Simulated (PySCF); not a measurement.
**[Dy(NH2)4]−: other functionals and bases at one geometry**

An exercise on one series of results from a longer session: the logs are not shown, and one member is left open.

Computed with PySCF 2.14.0. Level: several levels, as the steps say, no spin–orbit coupling.

3 further runs of the same task are left out: 2 for a known fault of the program, 1 that didn't finish. Runs told in other sessions of the task aren't counted.

### The starting structure

13 atoms, charge -1, spin multiplicity 1.

Bond lengths: Dy1–N2 2.259 Å, Dy1–N5 2.259 Å, Dy1–N8 2.259 Å, Dy1–N11 2.259 Å, N2–H3 1.031 Å, N2–H4 1.029 Å, N5–H6 1.029 Å, N5–H7 1.031 Å, N8–H9 1.029 Å, N8–H10 1.031 Å, N11–H12 1.031 Å, N11–H13 1.029 Å. Angles: N2–Dy1–N5 111.4°, N2–Dy1–N8 105.6°, N2–Dy1–N11 111.4°, N5–Dy1–N8 111.4°, N5–Dy1–N11 105.6°, N8–Dy1–N11 111.4°, Dy1–N2–H3 122.8°, Dy1–N2–H4 131.9°, H3–N2–H4 105.2°, Dy1–N5–H6 131.9°, Dy1–N5–H7 122.8°, H6–N5–H7 105.2°, Dy1–N8–H9 131.9°, Dy1–N8–H10 122.8°, H9–N8–H10 105.2°, Dy1–N11–H12 122.8°, Dy1–N11–H13 131.9°, H12–N11–H13 105.2°.

As a file:

```
Dy   -0.00014    0.00000    0.00000
N     1.36556    1.33778    1.20345
H     2.24041    1.00112    1.63367
H     1.33856    2.34721    1.40279
N    -1.36603   -1.20332    1.33777
H    -1.33883   -1.40285    2.34731
H    -2.23959   -1.63466    1.00085
N     1.36556   -1.33778   -1.20345
H     1.33856   -2.34721   -1.40279
H     2.24041   -1.00112   -1.63367
N    -1.36603    1.20332   -1.33777
H    -2.23959    1.63466   -1.00085
H    -1.33883    1.40285   -2.34731
```

Formal oxidation states: Dy +3. Each metal's 9 4f electrons lie in its core potential, so multiplicities, spins and levels count the valence alone. An earlier session relaxed this geometry at PBE, Dy lcecp-1-SVP with ECP55, N def2-SVP, H def2-SVP (singlet, point group S4).

At PBE on the finer grid: E = -260.614409 Eh, HOMO 0.24 eV, LUMO 3.38 eV, Mulliken charge on Dy1 +0.37 e, largest force component 0.011 eV/Å. The highest filled level lies above zero; it isn't the detachment energy.

Levels to run: M06-L; PBE0; r2SCAN; wB97X; PBE, TZVP. Hardware: 2 threads of Arm Neoverse V1, shared host.

Set-up of the first run:

File run.py (the lines that set the calculation):

```python
mol = gto.M(atom='''
Dy    -0.00014     0.00000     0.00000
N      1.36556     1.33778     1.20345
H      2.24041     1.00112     1.63367
H      1.33856     2.34721     1.40279
N     -1.36603    -1.20332     1.33777
H     -1.33883    -1.40285     2.34731
H     -2.23959    -1.63466     1.00085
N      1.36556    -1.33778    -1.20345
H      1.33856    -2.34721    -1.40279
H      2.24041    -1.00112    -1.63367
N     -1.36603     1.20332    -1.33777
H     -2.23959     1.63466    -1.00085
H     -1.33883     1.40285    -2.34731''',
    basis={'Dy': 'lcecp-1-SVP', 'N': 'def2-SVP', 'H': 'def2-SVP'},
    ecp={'Dy': 'lcecp-1-SVP'},
    charge=-1, spin=0)
mf = dft.RKS(mol, xc='M06L')
mf.grids.atom_grid = (75, 302)  # f atoms: unpruned, at least (60, 302)
mf = mf.density_fit()  # fitting sets: Dy AutoAux, N def2-universal-JKFIT, H def2-universal-JKFIT
mf.conv_tol = 1e-08; mf.max_cycle = 55
mf.kernel(dm0)  # dm0: the density of the relaxed state
```

Started as:

```console
OMP_NUM_THREADS=2 python run.py
```

Among the steps run: M06-L; PBE0; r2SCAN; wB97X; PBE, TZVP.

One table of the session follows, with a row left open; its other results are not shown here.

| level | HOMO (eV) | gap (eV) | charge on Dy1 (e) | largest force component (eV/Å) |
| --- | --- | --- | --- | --- |
| PBE (relaxed here) | 0.24 | 3.14 | 0.37 | 0.01 |
| M06-L | ? | ? | ? | ? |
| PBE0 | -1.14 | 5.14 | 0.63 | 0.41 |
| r2SCAN | -0.05 | 3.94 | 0.59 | 0.31 |
| wB97X | -3.65 | 9.13 | 0.60 | 0.42 |
| PBE, TZVP | -0.10 | 3.24 | 1.28 | 0.35 |

**Question.** Estimate the row for M06-L.

**Answer.** HOMO (eV): 0.10; gap (eV): 4.26; charge on Dy1 (e): 0.78; largest force component (eV/Å): 0.41. In the column «HOMO (eV)» it lies between r2SCAN (-0.05) and PBE (relaxed here) (0.24).

In one basis the HOMO–LUMO gap runs from 3.14 eV (PBE) to 9.13 eV (wB97X). The largest leftover force, 0.42 eV/Å with wB97X, stands at a geometry relaxed at another level. With 4f in the core, its levels are missing from HOMO and gap, and its count is fixed, so no charge can pass from the ligands into it. Total energies of different levels can't be compared.
